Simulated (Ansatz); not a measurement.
**C₂H₉BSn: one species, many methods**

The task here is to estimate one member of a computed series from the others.

Program: Ansatz 0.2.0, Gaussian basis. Level of theory: functionals in def2-TZVPP, the program's frozen cores in correlated methods. These are calculated values, not measurements.

The runs, in order: PBE-D4, r2SCAN-D4, PBE0-D4, B3LYP-D4, ωB97X-V, ωB97M-V, B2PLYP; CCSD(T)/def2-TZVPP; MP2/def2-QZVPP; extrapolation to the limit.

## The relaxed structure

The geometry comes from an earlier relaxation with PBE0-D4 in a triple-zeta def2 set; it is a stationary point, not always the lowest conformer. Sn takes the def2 core potential; no spin-orbit term is included.

13 atoms, charge 0, spin multiplicity 1.

Atoms are counted from 1 here; the program's logs count them from 0.

Bond lengths: C1–C2 1.524 Å, C1–H5 1.093 Å, C1–H6 1.093 Å, C1–H7 1.092 Å, C2–B3 1.546 Å, C2–H8 1.095 Å, C2–H9 1.112 Å, B3–Sn4 2.254 Å, B3–H10 1.200 Å, Sn4–H11 1.713 Å, Sn4–H12 1.714 Å, Sn4–H13 1.712 Å. Angles: C2–C1–H5 110.8°, C2–C1–H6 112.0°, C2–C1–H7 111.1°, H5–C1–H6 107.4°, H5–C1–H7 107.3°, H6–C1–H7 108.0°, C1–C2–B3 118.5°, C1–C2–H8 111.8°, C1–C2–H9 109.6°, B3–C2–H8 113.4°, B3–C2–H9 98.6°, H8–C2–H9 102.9°, C2–B3–Sn4 122.3°, C2–B3–H10 119.8°, Sn4–B3–H10 117.8°, B3–Sn4–H11 110.8°, B3–Sn4–H12 112.9°, B3–Sn4–H13 112.6° and more.

As a file:

```mol
C2H9BSn
  3D, bonds by distance, orders not assigned

 13 12  0  0  0  0  0  0  0  0999 V2000
   -0.7524    2.0991   -0.2566 C   0  0
   -0.5742    0.6833    0.2778 C   0  0
    0.6661   -0.1231   -0.1713 B   0  0
    0.7951   -2.3624    0.0558 Sn  0  0
   -0.9977    2.0841   -1.3211 H   0  0
   -1.5564    2.6316    0.2573 H   0  0
    0.1651    2.6809   -0.1427 H   0  0
   -1.5059    0.1096    0.2297 H   0  0
   -0.3615    0.7204    1.3690 H   0  0
    1.6321    0.4536   -0.5895 H   0  0
    0.9148   -3.1221   -1.4748 H   0  0
   -0.5760   -3.0349    0.8341 H   0  0
    2.1713   -2.8547    0.9470 H   0  0
  1  2  8  0
  2  3  8  0
  3  4  8  0
  1  5  8  0
  1  6  8  0
  1  7  8  0
  2  8  8  0
  2  9  8  0
  3 10  8  0
  4 11  8  0
  4 12  8  0
  4 13  8  0
M  END
```

Set-up of the first run:

Input file in.yaml:

```yaml
crystal:
  periodic: [false, false, false]
  atoms:
    - {symbol: C, position_ang: [-0.752383, 2.099140, -0.256562]}
    - {symbol: C, position_ang: [-0.574169, 0.683330, 0.277844]}
    - {symbol: B, position_ang: [0.666071, -0.123122, -0.171313]}
    - {symbol: Sn, position_ang: [0.795053, -2.362395, 0.055845]}
    - {symbol: H, position_ang: [-0.997687, 2.084052, -1.321105]}
    - {symbol: H, position_ang: [-1.556433, 2.631584, 0.257262]}
    - {symbol: H, position_ang: [0.165066, 2.680886, -0.142660]}
    - {symbol: H, position_ang: [-1.505901, 0.109644, 0.229715]}
    - {symbol: H, position_ang: [-0.361501, 0.720402, 1.369033]}
    - {symbol: H, position_ang: [1.632110, 0.453564, -0.589495]}
    - {symbol: H, position_ang: [0.914795, -3.122058, -1.474771]}
    - {symbol: H, position_ang: [-0.575954, -3.034916, 0.834061]}
    - {symbol: H, position_ang: [2.171333, -2.854711, 0.947047]}
basis:
  gaussian: {orbitals: def2-TZVPP}
hamiltonian: {xc: pbe, dispersion: d4}
output: {forces: true, orbitals: {seedname: orbitals}}
```

Run with:

```console
$ ansatz run in.yaml --threads 4 --pin off --events-out ev --progress --plain --max-ram 10444MiB
```

Steps of the session up to this table: PBE-D4 (GGA); r2SCAN-D4 (meta-GGA); PBE0-D4 (hybrid); B3LYP-D4 (hybrid); ωB97X-V (range-separated); ωB97M-V (range-separated); B2PLYP (double hybrid); CCSD(T) in def2-TZVPP; MP2 in def2-QZVPP.

One table of the session follows, with a row left open; its other results are not shown here.

It belongs to the step «Atomisation energies». 

```
            method  atoms, summed (eV)  atomisation energy (kJ/mol)
            PBE-D4           -8679.015                       4332.0
         r2SCAN-D4           -8684.040                       4311.8
           PBE0-D4           -8680.352                       4306.4
          B3LYP-D4                   ?                            ?
           ωB97X-V           -8682.498                       4322.2
           ωB97M-V           -8680.315                       4310.7
            B2PLYP           -8675.604                       4253.0
     HF/def2-TZVPP           -8646.568                       3274.5
    MP2/def2-TZVPP           -8658.550                       4204.1
   CCSD/def2-TZVPP           -8660.143                       4177.0
CCSD(T)/def2-TZVPP           -8660.452                       4220.5
           MP2/CBS           -8669.252                       4289.2
       CCSD(T)/CBS           -8671.154                       4305.6
```

Estimate the missing values for B3LYP-D4.

**Answer.** atoms, summed (eV): -8686.683; atomisation energy (kJ/mol): 4306.6. In the column «atoms, summed (eV)» it is the lowest.
